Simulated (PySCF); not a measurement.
# C₃H₆BNS: magnetic properties

Computed with PySCF 2.14.0 and routines of our own; the level stands in each step. Atoms count from 0.

### 1 The starting structure

12 atoms, charge 0, multiplicity 1; geometry from: GFN2-xTB.

### 2 Magnetic properties: GIAO BP86/def2-SVP

The job: settings as JSON, then the geometry in Å.

```
{"job": {"kind": "mag", "xc": "BP86", "basis": "def2-SVP"}, "charge": 0, "multiplicity": 1}
B      0.030720     0.060410     0.001410
C      1.610550     0.017300    -0.024910
H      1.996770     0.213380     0.974760
H      2.027170     0.786740    -0.670240
H      2.009170    -0.944140    -0.338130
C     -0.779950     1.416900     0.017170
H     -0.819190     1.828550    -0.991060
H     -0.299830     2.170880     0.636350
H     -1.806560     1.300060     0.353690
N     -0.674860    -1.143050     0.008110
C     -1.261160    -2.178540     0.012970
S     -2.032830    -3.528500     0.019890
```

With the program's defaults for keys left out, this is: GIAO BP86/def2-SVP magnetisability, rotational g tensor and spin-rotation constants, non-relativistic, gas phase.

Launch:

```console
$ OMP_NUM_THREADS=1 python excited_run.py task.json out
```

The driver reads the jobs from task.json and runs them one after another.

Q: Estimate the wall time and peak memory of this first job on 1 thread of Arm Neoverse V1, shared host.

About 16 s, with a peak of 0.42 GiB.
